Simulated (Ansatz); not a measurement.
# CH₉Al₃Si: how energies converge with the basis set

An exercise on one series of results from a longer session: the logs are not shown, and one member is left open.

Computed with Ansatz 0.2.0, Gaussian basis. Level: one geometry, several basis sets.

Levels to be run: PBE0-D4/def2-SVP; ωB97M-V/def2-SVP; PBE0-D4/def2-QZVPP; ωB97M-V/def2-QZVPP; the functionals' def2-TZVPP values are taken from earlier runs.

### The relaxed structure

The geometry comes from an earlier relaxation with PBE0-D4 in a triple-zeta def2 set; it is a stationary point, not always the lowest conformer.

14 atoms, charge 0, spin multiplicity 1.

Atoms are counted from 1 here; the program's logs count them from 0.

Bond lengths: C1–Si2 1.884 Å, C1–H6 1.092 Å, C1–H7 1.092 Å, C1–H8 1.092 Å, Si2–Al3 2.471 Å, Si2–H9 1.496 Å, Si2–H10 1.496 Å, Al3–Al4 2.575 Å, Al3–Al5 2.574 Å, Al4–H11 1.596 Å, Al4–H12 1.596 Å, Al5–H13 1.596 Å, Al5–H14 1.596 Å. Angles: Si2–C1–H6 110.7°, Si2–C1–H7 110.7°, Si2–C1–H8 111.0°, H6–C1–H7 108.0°, H6–C1–H8 108.1°, H7–C1–H8 108.1°, C1–Si2–Al3 115.8°, C1–Si2–H9 108.9°, C1–Si2–H10 108.9°, Al3–Si2–H9 108.3°, Al3–Si2–H10 108.6°, H9–Si2–H10 105.8°, Si2–Al3–Al4 118.9°, Si2–Al3–Al5 116.6°, Al4–Al3–Al5 124.6°, Al3–Al4–H11 121.7°, Al3–Al4–H12 121.8°, H11–Al4–H12 116.5° and more.

Geometry (Å):

```
C    -2.2605    0.9826    1.0031
Si   -0.5082    1.4246    0.4716
Al    0.8583   -0.4433   -0.3934
Al   -0.1982   -2.7861   -0.5527
Al    3.2762    0.1176   -1.0759
H    -2.8260    0.5699    0.1647
H    -2.2459    0.2362    1.8005
H    -2.7924    1.8629    1.3714
H    -0.5733    2.4853   -0.5816
H     0.2083    2.0442    1.6295
H    -0.1200   -3.8262    0.6559
H    -0.9627   -3.2770   -1.8654
H     3.6480    0.5663   -2.5617
H     4.4836    0.0141   -0.0371
```

The first run:

Input file in.yaml:

```yaml
crystal:
  periodic: [false, false, false]
  atoms:
    - {symbol: C, position_ang: [-2.260495, 0.982599, 1.003116]}
    - {symbol: Si, position_ang: [-0.508197, 1.424589, 0.471607]}
    - {symbol: Al, position_ang: [0.858281, -0.443337, -0.393372]}
    - {symbol: Al, position_ang: [-0.198218, -2.786105, -0.552700]}
    - {symbol: Al, position_ang: [3.276194, 0.117567, -1.075937]}
    - {symbol: H, position_ang: [-2.825969, 0.569857, 0.164653]}
    - {symbol: H, position_ang: [-2.245871, 0.236193, 1.800470]}
    - {symbol: H, position_ang: [-2.792425, 1.862891, 1.371410]}
    - {symbol: H, position_ang: [-0.573267, 2.485326, -0.581587]}
    - {symbol: H, position_ang: [0.208342, 2.044182, 1.629507]}
    - {symbol: H, position_ang: [-0.120004, -3.826240, 0.655929]}
    - {symbol: H, position_ang: [-0.962737, -3.277034, -1.865449]}
    - {symbol: H, position_ang: [3.648002, 0.566338, -2.561727]}
    - {symbol: H, position_ang: [4.483564, 0.014074, -0.037119]}
basis:
  gaussian: {orbitals: def2-SVP}
hamiltonian: {xc: pbe0, dispersion: d4}
output: {orbitals: {seedname: orbitals}}
```

Steps of the session up to this table: PBE0-D4 in def2-SVP; ωB97M-V in def2-SVP; PBE0-D4 in def2-QZVPP; ωB97M-V in def2-QZVPP.

One table of the session follows, with a row left open; its other results are not shown here.

It belongs to the step «Density functionals: the series». 

```
functional       basis  HOMO (eV)  LUMO (eV)
   PBE0-D4    def2-SVP      -6.45      -2.54
   PBE0-D4  def2-TZVPP      -6.40      -2.51
   PBE0-D4  def2-QZVPP      -6.39      -2.52
   ωB97M-V    def2-SVP      -8.19      -0.83
   ωB97M-V  def2-TZVPP      -8.18      -0.86
   ωB97M-V  def2-QZVPP          ?          ?
```

Q: Estimate the row for ωB97M-V, def2-QZVPP from the others.

As computed: HOMO (eV): -8.18; LUMO (eV): -0.90.
